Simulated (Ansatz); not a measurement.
**LaRu3 (BiF3 type): a single-point run**

Aim: a sound single-point run of LaRu3 (BiF3 type). The structure is shown as the input types it.

Computed with Ansatz 0.2.0 (DFT PBEsol, scalar-relativistic, plane waves, PAW, unless a step's input says otherwise).

1 further run of the same task is left out (it didn't finish).

### 1 The starting structure

It takes space group Fm-3m (No. 225, cubic). The conventional cell has a = 6.441 Å, b = 6.441 Å, c = 6.441 Å, α = 90.00°, β = 90.00°, γ = 90.00°. Around La (site symmetry m-3m) lie 8 Ru at 2.79 Å. Ru (site symmetry m-3m) is surrounded by 8 Ru at 2.79 Å. Ru (site symmetry -43m) is surrounded by 4 La at 2.79 Å and 4 Ru at 2.79 Å.

Structure file:

```
CELL_PARAMETERS angstrom
0.00000 3.22070 3.22070
3.22070 0.00000 3.22070
3.22070 3.22070 0.00000
ATOMIC_POSITIONS crystal
La 0.00000 0.00000 0.00000
Ru 0.50000 0.50000 0.50000
Ru 0.25000 0.25000 0.25000
Ru 0.75000 0.75000 0.75000
```

### 2 Input and run

input.yaml reads:

```yaml
crystal:
  lattice:
    - [0.0, 3.2206975573, 3.2206975573]
    - [3.2206975573, 0.0, 3.2206975573]
    - [3.2206975573, 3.2206975573, 0.0]
  atoms:
    - { symbol: La, position: [0.0, 0.0, 0.0] }
    - { symbol: Ru, position: [0.5, 0.5, 0.5] }
    - { symbol: Ru, position: [0.25, 0.25, 0.25] }
    - { symbol: Ru, position: [0.75, 0.75, 0.75] }
basis:
  ecutwfc: 420
  ecutrho_ratio: 4
kpoints:
  mp_grid: { grid: [1, 1, 1] }
hamiltonian:
  xc: pbesol
scf:
  occupations: { method: gaussian, width: 0.05 }
  max_iter: 60
output:
  forces: true
  stress: true
```

Run with:

```console
$ ansatz run input.yaml --threads 4 --pin off --max-ram 4096MiB --backend cpu --events-out ev --progress --plain --runs-dir out
```

**Question.** How will this run end, and is anything wrong with its input?

The program finished normally. That alone doesn't make the input a sound one.

The suspect setting: kpoints.mp_grid.grid is [1, 1, 1]. Band dispersion is ignored when only one k-point is used.

To check: set kpoints.mp_grid.grid to [8, 8, 8].
